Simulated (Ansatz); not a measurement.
**KTaO3: further runs on the relaxed cell**

An exercise on one series of results from a longer session: the logs are not shown, and one member is left open.

Computed with Ansatz 0.2.0 (DFT PBE, scalar-relativistic, plane waves, PAW, unless a step's input says otherwise).

1 further run of the same task is left out (set aside as unsound or not needed).

### Starting point

The structure is cubic, space group Pm-3m (No. 221). Conventional cell: a = 4.024 Å, b = 4.024 Å, c = 4.024 Å, α = 90.00°, β = 90.00°, γ = 90.00°. Around K (site symmetry m-3m) lie 12 O at 2.85 Å. Around Ta (site symmetry m-3m) lie 6 O at 2.01 Å. O (site symmetry 4/mmm) has 2 Ta at 2.01 Å and 4 K at 2.85 Å as nearest neighbours.

Coordinates:

```cif
data_structure
_symmetry_space_group_name_H-M 'P 1'
_symmetry_Int_Tables_number 1
_cell_length_a 4.0244
_cell_length_b 4.0244
_cell_length_c 4.0244
_cell_angle_alpha 90.000
_cell_angle_beta 90.000
_cell_angle_gamma 90.000
_cell_volume 65.18
loop_
_atom_site_label
_atom_site_type_symbol
_atom_site_fract_x
_atom_site_fract_y
_atom_site_fract_z
_atom_site_occupancy
K1 K 0.50000 0.50000 0.50000 1
Ta1 Ta 0.00000 0.00000 0.00000 1
O1 O 0.50000 0.00000 0.00000 1
O2 O 0.00000 0.50000 0.00000 1
O3 O 0.00000 0.00000 0.50000 1
```

It is the result of an earlier relaxation at this level (volume 13.04 Å³/atom; gap on the mesh: 2.16 eV).

The first run:

File input.yaml:

```yaml
crystal:
  lattice:
    - [4.0243806738, 0.0, 0.0]
    - [0.0, 4.0243806738, 0.0]
    - [0.0, 0.0, 4.0243806738]
  atoms:
    - { symbol: K, position: [0.5, 0.5, 0.5] }
    - { symbol: Ta, position: [0.0, 0.0, 0.0] }
    - { symbol: O, position: [0.5, 0.0, 0.0] }
    - { symbol: O, position: [0.0, 0.5, 0.0] }
    - { symbol: O, position: [0.0, 0.0, 0.5] }
basis:
  ecutwfc: 420
kpoints:
  mp_grid: { grid: [8, 8, 8] }
  band_path:
    path:
      - [[0.0, 0.0, 0.0], [0.0, 0.5, 0.0], [0.5, 0.5, 0.0], [0.0, 0.0, 0.0], [0.5, 0.5, 0.5], [0.0, 0.5, 0.0]]
      - [[0.5, 0.5, 0.5], [0.5, 0.5, 0.0]]
    npoints: 14
hamiltonian:
  xc: pbe
scf:
  occupations: { method: gaussian, width: 0.02 }
  n_extra_bands: 12
output:
  forces: true
  stress: true
  eigenvalues: true
  populations: true
  dos: { projected: true, de: 0.02, nscf_kmesh: { grid: [12, 12, 12] } }
  bader: true
  write_density: true
  write_potential: true
  elf: true
  volumetric_format: npy
```

Started as:

```console
$ ansatz run input.yaml --threads 1 --pin off --max-ram 2560MiB --backend cpu --events-out ev --progress --plain --runs-dir out
```

Among the steps run: Bands, states and charges; Band edges anywhere in the zone; Eigenvalues a small step from each edge; The cell as listed, for comparison; The cell scaled to 0.97 of its volume; Volume × 1.03; Point at V/V0 = 0.94; Volume × 1.06; Point at V/V0 = 0.91; Volume × 1.10; Volume × 0.88.

One of the session's tables, all rows but one given; the rest of the session is left out.

It belongs to the step «Equation of state». 

```
volume (Å³/atom)  energy above the lowest point (meV/atom)  pressure (GPa)  gap on the mesh (eV)
          11.471                                     139.1           31.95                  2.44
          11.862                                      73.7           21.90                  2.37
          12.253                                      30.9           13.38                  2.30
          12.644                                       7.3            6.14                  2.23
          13.035                                       0.0            0.00                  2.16
          13.427                                         ?               ?                     ?
          13.818                                      24.8           -9.62                  2.02
          14.339                                      64.3          -14.48                  1.93
```

Estimate the missing values for volume (Å³/atom) = 13.427.

Worked estimate for «energy above the lowest point (meV/atom)». A straight line through the neighbours (13.035, 0.0) and (13.818, 24.8) gives 0.0 + (24.8 − 0.0) × (13.427 − 13.035) / (13.818 − 13.035) = 12.4; a parabola fitted to 4 rows on both sides gives 6.8.

As computed: energy above the lowest point (meV/atom): 6.6; pressure (GPa): -5.21; gap on the mesh (eV): 2.09. In «energy above the lowest point (meV/atom)» the line misses by +5.8 and the parabola by +0.2.

To keep in mind: Absorption along x passes 10⁴ cm⁻¹ at 2.8 eV, beside a least direct gap of 2.78 eV on the SCF mesh; the indirect gap of 2.16 eV gives no absorption without phonons.
